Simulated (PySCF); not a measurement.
# Ce(SH)4: forces at shaken geometries

Aim: move all atoms of relaxed Ce(SH)4 at random and read energies and forces. The structure is generated, not taken from experiment.

Method: PBE, Ce lcecp-2-SVP with ECP46, S def2-SVP, H def2-SVP; scalar-relativistic core potentials, no spin–orbit coupling; program: PySCF 2.14.0.

3 further runs of the same task are left out: 2 for a known fault of the program, 1 that didn't finish.

## 1. Starting geometry

9 atoms, charge 0, spin multiplicity 1.

Bond lengths: Ce1–S2 2.607 Å, Ce1–S4 2.607 Å, Ce1–S6 2.607 Å, Ce1–S8 2.607 Å, S2–H3 1.367 Å, S4–H5 1.367 Å, S6–H7 1.367 Å, S8–H9 1.367 Å. Angles: S2–Ce1–S4 108.6°, S2–Ce1–S6 109.9°, S2–Ce1–S8 109.9°, S4–Ce1–S6 109.9°, S4–Ce1–S8 109.9°, S6–Ce1–S8 108.6°, Ce1–S2–H3 93.6°, Ce1–S4–H5 93.6°, Ce1–S6–H7 93.6°, Ce1–S8–H9 93.6°.

Geometry (Å):

```xyz
9

Ce    0.0000    0.0000    0.0000
S     1.6394    1.3395    1.5207
H     2.7366    1.0129    0.7731
S    -1.6394   -1.3395    1.5207
H    -2.7366   -1.0129    0.7731
S     1.3395   -1.6394   -1.5208
H     1.0131   -2.7367   -0.7730
S    -1.3395    1.6394   -1.5208
H    -1.0131    2.7367   -0.7730
```

Formal oxidation states: Ce +4. The 4f shell is empty and lies in the core potential. An earlier session relaxed this geometry at PBE, Ce lcecp-2-SVP with ECP46, S def2-SVP, H def2-SVP (singlet, point group S4).

Its energy there is -1632.759805 Eh.

## 2. Atoms moved at random, σ = 0.03 Å

Contents of run.py (the lines that set the calculation):

```python
mol = gto.M(atom='''
Ce     0.00212    -0.03816    -0.02809
S      1.60602     1.34546     1.55660
H      2.69640     1.03558     0.79185
S     -1.65034    -1.37034     1.51972
H     -2.72453    -1.01723     0.76567
S      1.33240    -1.62984    -1.52243
H      1.03125    -2.73750    -0.80589
S     -1.31658     1.65774    -1.50500
H     -0.97674     2.75430    -0.77243''',
    basis={'Ce': 'lcecp-2-SVP', 'S': 'def2-SVP', 'H': 'def2-SVP'},
    ecp={'Ce': 'lcecp-2-SVP'},
    charge=0, spin=0)
mf = dft.RKS(mol, xc='PBE')
mf.grids.atom_grid = (50, 194)  # f atoms: unpruned, at least (60, 302)
mf = mf.density_fit()  # fitting sets: Ce AutoAux, S def2-universal-JKFIT, H def2-universal-JKFIT
mf.conv_tol = 1e-08; mf.max_cycle = 55
mf.kernel(dm0)  # dm0: the density of the relaxed state
```

Run with:

```console
$ OMP_NUM_THREADS=2 python run.py
```

Log:

```text
init E= -1632.76382077239
cycle= 1 E= -1632.75803825345  delta_E= 0.00578  |g|= 0.0347  |ddm|= 0.165
cycle= 2 E= -1632.75635617682  delta_E= 0.00168  |g|= 0.0737  |ddm|= 0.18
cycle= 3 E= -1632.75857970836  delta_E= -0.00222  |g|= 0.00677  |ddm|= 0.118
cycle= 4 E= -1632.75859390869  delta_E= -1.42e-05  |g|= 0.00241  |ddm|= 0.0116
cycle= 5 E= -1632.75859559747  delta_E= -1.69e-06  |g|= 0.00128  |ddm|= 0.00485
cycle= 6 E= -1632.75859619704  delta_E= -6e-07  |g|= 0.000377  |ddm|= 0.00213
cycle= 7 E= -1632.75859624466  delta_E= -4.76e-08  |g|= 0.000134  |ddm|= 0.000699
cycle= 8 E= -1632.7585962518  delta_E= -7.14e-09  |g|= 2.2e-05  |ddm|= 0.000222
Extra cycle  E= -1632.75859625129  delta_E= 5.12e-10  |g|= 4.18e-05  |ddm|= 9.91e-05
converged SCF energy = -1632.75859625129
```

Wall time 28 s (2 threads of Intel Xeon at 2.50GHz (Skylake/Cascade Lake), shared host).

It gives: E = -1632.758596 Eh (+0.033 eV from the relaxed state), frontier levels not given, since the 4f levels lie in the core, Mulliken charge on Ce1 +0.74 e, largest force component 0.774 eV/Å. The large-core potential holds the 4f shell empty.

| atom | Fx | Fy | Fz (eV/Å) |
| --- | --- | --- | --- |
| Ce1 | -0.229 | 0.545 | 0.774 |
| S2 | -0.195 | -0.245 | -0.275 |
| H3 | 0.031 | 0.020 | 0.023 |
| S4 | 0.283 | 0.031 | -0.053 |
| H5 | -0.182 | 0.048 | -0.092 |
| S6 | 0.376 | -0.055 | -0.528 |
| H7 | -0.075 | -0.281 | 0.194 |
| S8 | -0.042 | -0.124 | -0.134 |
| H9 | 0.033 | 0.060 | 0.092 |

## 3. Atoms moved at random, σ = 0.15 Å

Contents of run.py (the lines that set the calculation):

```python
mol = gto.M(atom='''
Ce    -0.11809    -0.04193     0.09353
S      1.64590     1.40984     1.58225
H      2.91708     1.01448     0.72991
S     -1.54743    -1.43263     1.46128
H     -2.66132    -1.10633     0.89636
S      1.08256    -1.52723    -1.61386
H      1.04354    -2.82880    -0.94036
S     -1.40163     1.71846    -1.44983
H     -0.96062     2.79415    -0.75928''',
    basis={'Ce': 'lcecp-2-SVP', 'S': 'def2-SVP', 'H': 'def2-SVP'},
    ecp={'Ce': 'lcecp-2-SVP'},
    charge=0, spin=0)
mf = dft.RKS(mol, xc='PBE')
mf.grids.atom_grid = (50, 194)  # f atoms: unpruned, at least (60, 302)
mf = mf.density_fit()  # fitting sets: Ce AutoAux, S def2-universal-JKFIT, H def2-universal-JKFIT
mf.conv_tol = 1e-08; mf.max_cycle = 55
mf.kernel(dm0)  # dm0: the density of the relaxed state
```

Run with:

```console
$ OMP_NUM_THREADS=2 python run.py
```

Log:

```text
init E= -1632.67053006523
cycle= 1 E= -1632.70197136868  delta_E= -0.0314  |g|= 0.228  |ddm|= 0.791
cycle= 2 E= -1632.64154940748  delta_E= 0.0604  |g|= 0.444  |ddm|= 1.11
cycle= 3 E= -1632.72175725033  delta_E= -0.0802  |g|= 0.0947  |ddm|= 0.768
cycle= 4 E= -1632.72459077583  delta_E= -0.00283  |g|= 0.0454  |ddm|= 0.192
cycle= 5 E= -1632.72524262837  delta_E= -0.000652  |g|= 0.0185  |ddm|= 0.0795
cycle= 6 E= -1632.72535860801  delta_E= -0.000116  |g|= 0.00685  |ddm|= 0.0341
cycle= 7 E= -1632.7253760058  delta_E= -1.74e-05  |g|= 0.00174  |ddm|= 0.0113
cycle= 8 E= -1632.72537713426  delta_E= -1.13e-06  |g|= 0.00029  |ddm|= 0.00269
cycle= 9 E= -1632.72537716082  delta_E= -2.66e-08  |g|= 0.000102  |ddm|= 0.000525
cycle= 10 E= -1632.72537716449  delta_E= -3.66e-09  |g|= 4.12e-05  |ddm|= 0.000215
Extra cycle  E= -1632.72537716189  delta_E= 2.6e-09  |g|= 9.02e-05  |ddm|= 0.000204
converged SCF energy = -1632.72537716189
```

Wall time 33 s (2 threads of Intel Xeon at 2.50GHz (Skylake/Cascade Lake), shared host).

It gives: E = -1632.725377 Eh (+0.937 eV from the relaxed state), frontier levels not given, since the 4f levels lie in the core, Mulliken charge on Ce1 +0.72 e, largest force component 2.752 eV/Å. The large-core potential holds the 4f shell empty.

| atom | Fx | Fy | Fz (eV/Å) |
| --- | --- | --- | --- |
| Ce1 | 1.899 | 2.752 | -1.239 |
| S2 | 1.897 | -1.293 | -1.974 |
| H3 | -2.521 | 0.748 | 1.580 |
| S4 | 0.311 | -2.076 | 2.569 |
| H5 | -1.974 | 0.547 | -0.992 |
| S6 | 0.257 | -1.969 | 0.535 |
| H7 | -0.018 | 1.718 | -0.817 |
| S8 | 0.009 | -0.687 | 0.141 |
| H9 | 0.140 | 0.261 | 0.196 |

## 4. Atoms moved at random, σ = 0.06 Å

Contents of run.py (the lines that set the calculation):

```python
mol = gto.M(atom='''
Ce    -0.01034     0.05970    -0.05361
S      1.67305     1.34147     1.39824
H      2.77186     1.06454     0.80044
S     -1.63727    -1.40545     1.47802
H     -2.76842    -1.03364     0.80878
S      1.35667    -1.67469    -1.46879
H      0.94368    -2.72164    -0.63781
S     -1.31369     1.71913    -1.48250
H     -1.01554     2.65059    -0.84278''',
    basis={'Ce': 'lcecp-2-SVP', 'S': 'def2-SVP', 'H': 'def2-SVP'},
    ecp={'Ce': 'lcecp-2-SVP'},
    charge=0, spin=0)
mf = dft.RKS(mol, xc='PBE')
mf.grids.atom_grid = (50, 194)  # f atoms: unpruned, at least (60, 302)
mf = mf.density_fit()  # fitting sets: Ce AutoAux, S def2-universal-JKFIT, H def2-universal-JKFIT
mf.conv_tol = 1e-08; mf.max_cycle = 55
mf.kernel(dm0)  # dm0: the density of the relaxed state
```

Run with:

```console
$ OMP_NUM_THREADS=2 python run.py
```

Log:

```text
init E= -1632.79835088479
cycle= 1 E= -1632.71786111034  delta_E= 0.0805  |g|= 0.15  |ddm|= 0.491
cycle= 2 E= -1632.68743629953  delta_E= 0.0304  |g|= 0.311  |ddm|= 0.752
cycle= 3 E= -1632.72654698127  delta_E= -0.0391  |g|= 0.0581  |ddm|= 0.523
cycle= 4 E= -1632.7275160222  delta_E= -0.000969  |g|= 0.0284  |ddm|= 0.113
cycle= 5 E= -1632.72781971898  delta_E= -0.000304  |g|= 0.00619  |ddm|= 0.0443
cycle= 6 E= -1632.72783368074  delta_E= -1.4e-05  |g|= 0.00185  |ddm|= 0.011
cycle= 7 E= -1632.72783486034  delta_E= -1.18e-06  |g|= 0.000641  |ddm|= 0.00362
cycle= 8 E= -1632.72783502628  delta_E= -1.66e-07  |g|= 0.000119  |ddm|= 0.0011
cycle= 9 E= -1632.72783503055  delta_E= -4.27e-09  |g|= 3.9e-05  |ddm|= 0.000194
Extra cycle  E= -1632.72783502862  delta_E= 1.93e-09  |g|= 8.03e-05  |ddm|= 0.000177
converged SCF energy = -1632.72783502862
```

It took 30 s on 2 threads of Intel Xeon at 2.50GHz (Skylake/Cascade Lake), shared host.

Result: E = -1632.727835 Eh (+0.870 eV from the relaxed state), frontier levels not given, since the 4f levels lie in the core, Mulliken charge on Ce1 +0.74 e, largest force component 6.604 eV/Å. The large-core potential holds the 4f shell empty.

| atom | Fx | Fy | Fz (eV/Å) |
| --- | --- | --- | --- |
| Ce1 | -0.037 | -1.266 | 0.383 |
| S2 | -1.964 | 0.849 | 1.532 |
| H3 | 2.146 | -0.608 | -1.242 |
| S4 | 0.322 | 0.370 | -0.259 |
| H5 | -0.008 | -0.001 | -0.018 |
| S6 | -0.332 | -0.349 | 0.414 |
| H7 | 0.216 | 0.537 | -0.407 |
| S8 | -2.422 | -6.136 | -4.863 |
| H9 | 2.078 | 6.604 | 4.460 |

## 5. The displacements side by side

| σ (Å) | energy rise (eV) | harmonic estimate −½ F·u (eV) | largest force component (eV/Å) |
| --- | --- | --- | --- |
| 0.03 | 0.033 | 0.033 | 0.77 |
| 0.15 | 0.937 | 0.905 | 2.75 |
| 0.06 | 0.870 | 1.003 | 6.60 |

Every displacement raises the energy. For a harmonic well the rise equals −½ F·u; the two differ by at most 15 % here (a move with σ = 0.06 Å), from anharmonicity, the grid and the small forces left at the relaxed point. These are double-zeta-type bases without diffuse functions. Spin–orbit coupling is left out.
